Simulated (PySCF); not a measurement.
# SrI at other levels of theory

Starting from one script, swap the method and compare what comes out for SrI.

Method: method and basis as typed in the scripts; program: PySCF 2.14.0.

5 further runs of the same task are left out: 3 for a known fault of the program, 2 that didn't finish.

## Step 1: The starting structure

SrI: 2 atoms, charge 0, spin multiplicity 2.

Bond lengths: Sr1–I2 2.809 Å.

## Step 2: The base run

input.py

```python
from pyscf import gto, scf, mp

mol = gto.M(
    atom='Sr 0 0 0; I 0 0 2.809',
    basis='sbkjc',
    ecp={'Sr': 'sbkjc', 'I': 'sbkjc'},
    charge=0,
    spin=1,
    verbose=4,
)
mf = scf.UHF(mol)
mf.kernel()
mp.MP2(mf).kernel()
mf.dip_moment()
print('orbital energies (hartree):', [e[max(0, n-3):n+3].round(4) for e, n in zip(mf.mo_energy, mol.nelec)])
```

Command:

```bash
> OMP_NUM_THREADS=1 python input.py
```

## Step 3: SCF alone

Run 1 changes step after the SCF: mp2 → none.

input.py: that of step 2 with these lines changed.

```diff
@@ -1,2 +1,2 @@
-from pyscf import gto, scf, mp
+from pyscf import gto, scf
 
@@ -12,3 +12,2 @@
 mf.kernel()
-mp.MP2(mf).kernel()
 mf.dip_moment()
```

## Step 4: Bp86 (UKS)

Run 2 changes functional: none (Hartree–Fock) → bp86; SCF type: UHF → UKS; step after the SCF: mp2 → analyze.

input.py: that of step 2 with these lines changed.

```diff
@@ -1,2 +1,2 @@
-from pyscf import gto, scf, mp
+from pyscf import gto, dft
 
@@ -10,5 +10,5 @@
 )
-mf = scf.UHF(mol)
+mf = dft.UKS(mol, xc='bp86')
 mf.kernel()
-mp.MP2(mf).kernel()
+mf.mulliken_pop()
 mf.dip_moment()
```

## Step 5: Population analysis

Run 3 changes step after the SCF: mp2 → analyze.

input.py: that of step 2 with these lines changed.

```diff
@@ -1,2 +1,2 @@
-from pyscf import gto, scf, mp
+from pyscf import gto, scf
 
@@ -12,3 +12,3 @@
 mf.kernel()
-mp.MP2(mf).kernel()
+mf.mulliken_pop()
 mf.dip_moment()
```

What does the calculation give? Wanted: for each run, E(SCF); from base; gap, α spin; SCF dipole; after the SCF.

**Answer**, as computed:

```
                run  E(SCF) (hartree)  from base (eV)  cycles  gap, α spin (eV)  SCF dipole (D)              after the SCF
               base        -11.827759               0       9              5.82            7.08  MP2 correlation -0.416 eV
          SCF alone        -11.827759          0.0000       9              5.82            7.08                        n/a
         bp86 (UKS)        -12.120704  not comparable       6              2.56            6.81                        n/a
population analysis        -11.827759          0.0000       9              5.82            7.08                        n/a
```

In words: Total energies of different functionals can't be compared with each other; differences within one functional can.
